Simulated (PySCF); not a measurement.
# C4H9B: NMR shifts at several levels of theory, part 2 of 2

PySCF 2.14.0. Atoms count from 0. The steps go on from the part before.

**8. Nuclear shieldings: KT2/pcSseg-1**

Job settings and geometry (Å):

```
{"job": {"kind": "nmr", "xc": "KT2", "basis": "pcSseg-1", "pop": false}, "charge": 0, "multiplicity": 1}
B      1.367549     0.053354    -0.563806
C      0.502200    -0.758089     0.429906
C      1.144105    -1.428440     1.410383
C     -1.001007    -0.795909     0.308993
C     -1.645281     0.538332     0.673207
H      0.870783     0.638724    -1.501349
H      2.567581     0.095134    -0.415399
H      2.233251    -1.383964     1.506120
H      0.611274    -2.047156     2.144486
H     -1.271413    -1.050706    -0.730100
H     -1.415953    -1.596071     0.945395
H     -2.736844     0.507053     0.536151
H     -1.440566     0.801644     1.722621
H     -1.252665     1.353051     0.044083
```

With the program's defaults for keys left out, this is: GIAO KT2/pcSseg-1 NMR shielding, non-relativistic, gas phase.

The log of the run:

```text
coarse grid: 11016 points
cycle   1  E = -185.8401646795  dE =  1.150e-01  |g| = 4.503e-01  |ddm| = 3.112e+00
cycle   2  E = -185.7586839021  dE =  8.148e-02  |g| = 6.996e-01  |ddm| = 1.139e+00
cycle   3  E = -185.8962660881  dE = -1.376e-01  |g| = 1.617e-01  |ddm| = 8.157e-01
cycle   4  E = -185.9030553890  dE = -6.789e-03  |g| = 5.031e-02  |ddm| = 1.688e-01
cycle   5  E = -185.9038016921  dE = -7.463e-04  |g| = 1.362e-02  |ddm| = 5.808e-02
cycle   6  E = -185.9038653811  dE = -6.369e-05  |g| = 3.206e-03  |ddm| = 1.715e-02
cycle   7  E = -185.9038679929  dE = -2.612e-06  |g| = 9.765e-04  |ddm| = 3.354e-03
final grid: 104392 points
cycle   8  E = -185.9018638500  dE = -1.333e-04  |g| = 1.151e-02  |ddm| = 3.856e-02
cycle   9  E = -185.9018171842  dE =  4.667e-05  |g| = 1.700e-02  |ddm| = 2.562e-02
cycle  10  E = -185.9018993247  dE = -8.214e-05  |g| = 1.426e-03  |ddm| = 1.691e-02
cycle  11  E = -185.9018999629  dE = -6.382e-07  |g| = 3.683e-04  |ddm| = 1.800e-03
cycle  12  E = -185.9018999772  dE = -1.431e-08  |g| = 3.121e-04  |ddm| = 6.023e-04
cycle  13  E = -185.9019000055  dE = -2.835e-08  |g| = 5.534e-05  |ddm| = 2.783e-04
cycle  14  E = -185.9019000063  dE = -7.786e-10  |g| = 1.708e-05  |ddm| = 5.989e-05
converged SCF energy = -185.9019000063

GIAO shielding tensors (ppm)
atom      isotropic    diamagn.    paramagn.     s11        s22        s33       span
  0 B       29.788     196.333    -166.545    -17.429     -9.430    116.223    133.653
  1 C       22.501     258.263    -235.762    -79.972    -25.327    172.803    252.775
  2 C       34.064     253.975    -219.911    -58.853     31.585    129.461    188.314
  3 C      146.226     247.456    -101.230    134.425    139.381    164.872     30.448
  4 C      163.953     248.502     -84.548    152.351    156.734    182.775     30.425
  5 H       24.230      30.493      -6.263     18.486     26.200     28.004      9.518
  6 H       24.579      30.581      -6.002     19.690     26.947     27.099      7.409
  7 H       24.913      30.271      -5.358     22.511     24.330     27.898      5.388
  8 H       24.608      30.510      -5.902     21.118     24.683     28.023      6.905
  9 H       28.586      30.854      -2.268     25.586     26.853     33.319      7.733
 10 H       29.110      30.952      -1.842     25.683     28.406     33.242      7.559
 11 H       29.878      28.479       1.399     26.208     27.011     36.414     10.206
 12 H       30.417      30.148       0.269     26.744     28.994     35.513      8.769
 13 H       29.935      31.074      -1.139     26.267     28.444     35.095      8.828
```

Wall time 15 s (1 thread of Arm Neoverse V1, shared host); peak memory 0.56 GiB.

This run: δ C1 160.7, C2 149.2, C3 37.0, C4 19.3, H5 6.77, H8 6.57 ppm (means over like atoms).

**9. Shielding tensors: KT3/pcSseg-1**

Same as in step 8 but for these lines:

```diff
@@ -1,2 +1,2 @@
-{"job": {"kind": "nmr", "xc": "KT2", "basis": "pcSseg-1", "pop": false}, "charge": 0, "multiplicity": 1}
+{"job": {"kind": "nmr", "xc": "KT3", "basis": "pcSseg-1", "pop": false}, "charge": 0, "multiplicity": 1}
 B      1.367549     0.053354    -0.563806
```

Level: GIAO KT3/pcSseg-1 NMR shielding, non-relativistic, gas phase.

The log of the run:

```text
coarse grid: 11016 points
cycle   1  E = -185.6195279181  dE =  9.511e-02  |g| = 4.609e-01  |ddm| = 3.126e+00
cycle   2  E = -185.5327278911  dE =  8.680e-02  |g| = 7.172e-01  |ddm| = 1.274e+00
cycle   3  E = -185.6793934752  dE = -1.467e-01  |g| = 1.652e-01  |ddm| = 8.905e-01
cycle   4  E = -185.6864062220  dE = -7.013e-03  |g| = 5.102e-02  |ddm| = 1.674e-01
cycle   5  E = -185.6871663531  dE = -7.601e-04  |g| = 1.360e-02  |ddm| = 5.732e-02
cycle   6  E = -185.6872290554  dE = -6.270e-05  |g| = 3.214e-03  |ddm| = 1.716e-02
cycle   7  E = -185.6872316673  dE = -2.612e-06  |g| = 9.687e-04  |ddm| = 3.337e-03
final grid: 104392 points
cycle   8  E = -185.6831770614  dE = -1.279e-04  |g| = 3.237e-03  |ddm| = 3.738e-02
cycle   9  E = -185.6831730434  dE =  4.018e-06  |g| = 4.647e-03  |ddm| = 6.180e-03
cycle  10  E = -185.6831791746  dE = -6.131e-06  |g| = 1.149e-03  |ddm| = 4.919e-03
cycle  11  E = -185.6831794998  dE = -3.252e-07  |g| = 6.184e-04  |ddm| = 1.410e-03
cycle  12  E = -185.6831796062  dE = -1.064e-07  |g| = 6.389e-05  |ddm| = 5.938e-04
cycle  13  E = -185.6831796075  dE = -1.245e-09  |g| = 1.868e-05  |ddm| = 1.081e-04
cycle  14  E = -185.6831796076  dE = -1.041e-10  |g| = 5.398e-06  |ddm| = 2.671e-05
converged SCF energy = -185.6831796076

GIAO shielding tensors (ppm)
atom      isotropic    diamagn.    paramagn.     s11        s22        s33       span
  0 B       33.344     196.051    -162.707    -10.986     -4.993    116.011    126.997
  1 C       25.818     257.688    -231.870    -76.478    -19.049    172.981    249.460
  2 C       36.248     253.113    -216.865    -58.345     36.034    131.056    189.401
  3 C      145.530     246.530    -101.000    134.603    138.735    163.252     28.649
  4 C      162.903     247.562     -84.660    151.561    155.882    181.266     29.705
  5 H       24.619      30.880      -6.261     19.050     26.487     28.320      9.271
  6 H       24.919      30.759      -5.839     20.209     27.229     27.320      7.111
  7 H       25.035      30.384      -5.349     22.570     24.510     28.025      5.456
  8 H       24.820      30.657      -5.837     21.238     24.907     28.316      7.078
  9 H       28.744      30.957      -2.213     25.820     26.998     33.415      7.595
 10 H       29.237      30.974      -1.737     25.870     28.523     33.316      7.446
 11 H       30.029      28.558       1.471     26.461     27.250     36.376      9.915
 12 H       30.560      30.218       0.341     26.982     29.134     35.564      8.582
 13 H       30.070      31.263      -1.193     26.450     28.634     35.126      8.676
```

Wall time 15 s (1 thread of Arm Neoverse V1, shared host); peak memory 0.56 GiB.

Key values: δ C1 156.5, C2 146.1, C3 36.8, C4 19.4, H5 6.55, H8 6.50 ppm (means over like atoms).

**10. Nuclear shieldings: B97-D/pcSseg-1**

Same as in step 9 but for these lines:

```diff
@@ -1,2 +1,2 @@
-{"job": {"kind": "nmr", "xc": "KT3", "basis": "pcSseg-1", "pop": false}, "charge": 0, "multiplicity": 1}
+{"job": {"kind": "nmr", "xc": "B97-D", "basis": "pcSseg-1", "pop": false}, "charge": 0, "multiplicity": 1}
 B      1.367549     0.053354    -0.563806
```

Method: GIAO B97-D/pcSseg-1 NMR shielding, non-relativistic, gas phase.

The log of the run:

```text
coarse grid: 11016 points
cycle   1  E = -182.3948613133  dE =  6.780e-02  |g| = 4.670e-01  |ddm| = 3.138e+00
cycle   2  E = -182.3092683941  dE =  8.559e-02  |g| = 7.232e-01  |ddm| = 1.169e+00
cycle   3  E = -182.4542351827  dE = -1.450e-01  |g| = 1.629e-01  |ddm| = 8.363e-01
cycle   4  E = -182.4607080188  dE = -6.473e-03  |g| = 5.759e-02  |ddm| = 1.670e-01
cycle   5  E = -182.4616647778  dE = -9.568e-04  |g| = 1.383e-02  |ddm| = 6.045e-02
cycle   6  E = -182.4617290797  dE = -6.430e-05  |g| = 3.505e-03  |ddm| = 1.771e-02
cycle   7  E = -182.4617323161  dE = -3.236e-06  |g| = 1.020e-03  |ddm| = 3.582e-03
final grid: 104392 points
cycle   8  E = -182.4877787322  dE = -7.418e-05  |g| = 8.051e-03  |ddm| = 3.418e-02
cycle   9  E = -182.4877458548  dE =  3.288e-05  |g| = 1.309e-02  |ddm| = 1.789e-02
cycle  10  E = -182.4877950889  dE = -4.923e-05  |g| = 2.252e-03  |ddm| = 1.227e-02
cycle  11  E = -182.4877965887  dE = -1.500e-06  |g| = 5.373e-04  |ddm| = 2.236e-03
cycle  12  E = -182.4877966669  dE = -7.820e-08  |g| = 9.331e-05  |ddm| = 5.786e-04
cycle  13  E = -182.4877966689  dE = -1.996e-09  |g| = 4.036e-05  |ddm| = 1.260e-04
cycle  14  E = -182.4877966693  dE = -3.946e-10  |g| = 9.125e-06  |ddm| = 3.869e-05
converged SCF energy = -182.4877966693

GIAO shielding tensors (ppm)
atom      isotropic    diamagn.    paramagn.     s11        s22        s33       span
  0 B       28.581     195.093    -166.511    -16.321    -10.698    112.764    129.085
  1 C       15.606     257.296    -241.690    -91.848    -32.596    171.262    263.110
  2 C       26.822     252.953    -226.131    -71.534     25.386    126.614    198.148
  3 C      141.818     246.026    -104.209    130.221    135.193    160.039     29.818
  4 C      159.599     247.090     -87.492    148.359    152.547    177.889     29.530
  5 H       24.620      30.909      -6.290     18.827     26.623     28.409      9.582
  6 H       24.894      30.935      -6.041     19.973     27.287     27.422      7.449
  7 H       25.025      30.365      -5.340     22.500     24.627     27.947      5.447
  8 H       24.822      30.575      -5.753     21.034     25.014     28.419      7.385
  9 H       28.832      30.855      -2.024     26.011     27.118     33.366      7.355
 10 H       29.303      30.818      -1.515     26.009     28.610     33.290      7.281
 11 H       30.091      28.530       1.561     26.575     27.344     36.353      9.778
 12 H       30.607      30.154       0.453     27.053     29.224     35.544      8.490
 13 H       30.116      31.191      -1.075     26.541     28.718     35.090      8.549
```

It took 15 s on 1 thread of Arm Neoverse V1, shared host; peak memory 0.56 GiB.

In short: δ C1 163.6, C2 152.3, C3 37.4, C4 19.6, H5 6.65, H8 6.59 ppm (means over like atoms).

**11. Shielding tensors: B3LYP/pcSseg-1**

Same as in step 10 but for these lines:

```diff
@@ -1,2 +1,2 @@
-{"job": {"kind": "nmr", "xc": "B97-D", "basis": "pcSseg-1", "pop": false}, "charge": 0, "multiplicity": 1}
+{"job": {"kind": "nmr", "xc": "B3LYP", "basis": "pcSseg-1", "pop": false}, "charge": 0, "multiplicity": 1}
 B      1.367549     0.053354    -0.563806
```

Level: GIAO B3LYP/pcSseg-1 NMR shielding, non-relativistic, gas phase.

The log of the run:

```text
coarse grid: 11016 points
cycle   1  E = -182.5593942376  dE =  1.630e-01  |g| = 3.836e-01  |ddm| = 3.078e+00
cycle   2  E = -182.5385498720  dE =  2.084e-02  |g| = 4.786e-01  |ddm| = 7.860e-01
cycle   3  E = -182.6007130059  dE = -6.216e-02  |g| = 8.655e-02  |ddm| = 4.986e-01
cycle   4  E = -182.6022714498  dE = -1.558e-03  |g| = 3.682e-02  |ddm| = 8.679e-02
cycle   5  E = -182.6026207338  dE = -3.493e-04  |g| = 8.136e-03  |ddm| = 3.398e-02
cycle   6  E = -182.6026416297  dE = -2.090e-05  |g| = 1.644e-03  |ddm| = 9.749e-03
cycle   7  E = -182.6026423565  dE = -7.268e-07  |g| = 3.748e-04  |ddm| = 1.756e-03
final grid: 104392 points
cycle   8  E = -182.6424040440  dE = -2.652e-05  |g| = 5.543e-03  |ddm| = 2.014e-02
cycle   9  E = -182.6423995111  dE =  4.533e-06  |g| = 6.888e-03  |ddm| = 1.030e-02
cycle  10  E = -182.6424123180  dE = -1.281e-05  |g| = 4.325e-04  |ddm| = 6.049e-03
cycle  11  E = -182.6424123521  dE = -3.407e-08  |g| = 2.313e-04  |ddm| = 4.908e-04
cycle  12  E = -182.6424123641  dE = -1.206e-08  |g| = 7.921e-05  |ddm| = 2.118e-04
cycle  13  E = -182.6424123660  dE = -1.875e-09  |g| = 1.241e-05  |ddm| = 8.735e-05
cycle  14  E = -182.6424123660  dE = -3.803e-11  |g| = 4.119e-06  |ddm| = 1.306e-05
converged SCF energy = -182.6424123660

GIAO shielding tensors (ppm)
atom      isotropic    diamagn.    paramagn.     s11        s22        s33       span
  0 B       21.400     194.386    -172.986    -26.430    -21.361    111.991    138.421
  1 C        7.977     257.543    -249.566   -109.662    -39.234    172.825    282.487
  2 C       19.710     253.046    -233.337    -89.088     21.749    126.468    215.555
  3 C      142.339     245.106    -102.767    129.954    135.958    161.105     31.152
  4 C      159.994     246.582     -86.588    148.089    153.402    178.491     30.403
  5 H       24.496      30.614      -6.118     18.565     26.519     28.405      9.841
  6 H       24.761      30.793      -6.032     19.653     27.244     27.387      7.735
  7 H       24.991      30.315      -5.324     22.332     24.540     28.101      5.770
  8 H       24.780      30.509      -5.729     20.789     24.902     28.648      7.859
  9 H       28.872      30.742      -1.870     25.951     27.110     33.555      7.604
 10 H       29.322      30.844      -1.522     25.922     28.593     33.450      7.529
 11 H       30.098      28.532       1.567     26.471     27.286     36.537     10.066
 12 H       30.592      30.046       0.547     26.931     29.183     35.664      8.733
 13 H       30.114      30.981      -0.867     26.423     28.659     35.259      8.836
```

Run time: 10 s. Hardware: 1 thread of Arm Neoverse V1, shared host; peak memory 0.68 GiB.

In short: δ C1 171.3, C2 159.5, C3 36.9, C4 19.2, H5 6.75, H8 6.60 ppm (means over like atoms).

**12. Side by side: NMR shifts**

Shifts (ppm) of some atoms, chosen among heavy atoms and hydrogens apart, means over like atoms, with basis size and wall time:

| run | C1 | C2 | C3 | C4 | H8 | H5 | B0 | functions | time |
| --- | --- | --- | --- | --- | --- | --- | --- | --- | --- |
| HF/pcSseg-1 | 163.5 | 158.3 | 30.7 | 18.7 | 6.60 | 6.44 | 72.1 | 130 | 4.2 s |
| LDA/pcSseg-1 | 180.3 | 167.4 | 38.3 | 17.7 | 6.89 | 7.39 | 85.1 | 130 | 13 s |
| PBE/pcSseg-1 | 170.6 | 159.0 | 37.9 | 18.9 | 6.74 | 7.04 | 76.4 | 130 | 15 s |
| BLYP/pcSseg-1 | 172.0 | 157.8 | 38.9 | 19.7 | 6.59 | 6.79 | 75.8 | 130 | 15 s |
| BP86/pcSseg-1 | 170.2 | 158.7 | 37.8 | 19.1 | 6.72 | 6.98 | 75.0 | 130 | 15 s |
| OPBE/pcSseg-1 | 159.7 | 152.5 | 35.9 | 18.3 | 6.79 | 6.98 | 70.2 | 130 | 15 s |
| KT2/pcSseg-1 | 160.7 | 149.2 | 37.0 | 19.3 | 6.57 | 6.77 | 70.1 | 130 | 15 s |
| KT3/pcSseg-1 | 156.5 | 146.1 | 36.8 | 19.4 | 6.50 | 6.55 | 67.2 | 130 | 15 s |
| B97-D/pcSseg-1 | 163.6 | 152.3 | 37.4 | 19.6 | 6.59 | 6.65 | 69.6 | 130 | 15 s |
| B3LYP/pcSseg-1 | 171.3 | 159.5 | 36.9 | 19.2 | 6.60 | 6.75 | 76.4 | 130 | 10 s |

**13. Summary of results**

What follows sums up all 2 parts.

| quantity | value |
| --- | --- |
| 13C shifts against TMS (HF/pcSseg-1) | 163.5, 158.3, 30.7, 18.7 ppm |
| 1H shifts against TMS (HF/pcSseg-1, means over atoms taken as alike) | 6.60, 6.44, 6.44, 2.09, 1.12 ppm |
| 11B shifts against BF3·OEt2 (HF/pcSseg-1) | 72.1 ppm |
| range of the shift of C1 | 156.5 to 180.3 ppm |

What this shows: Single values in the summary come from the first run of each kind that ended normally (HF/pcSseg-1), which need not be the best level. C1 (fully substituted alkene carbon) lies farthest downfield among carbon, at 163.5 ppm; an sp2 carbon of a C=C bond. At HF/pcSseg-1: The largest span, 296 ppm, is at C1, where the paramagnetic term is -233 ppm. In ppm, C1 moves most: its shift spreads over 23.8 ppm, from 156.5 (KT3/pcSseg-1) to 180.3 (LDA/pcSseg-1).
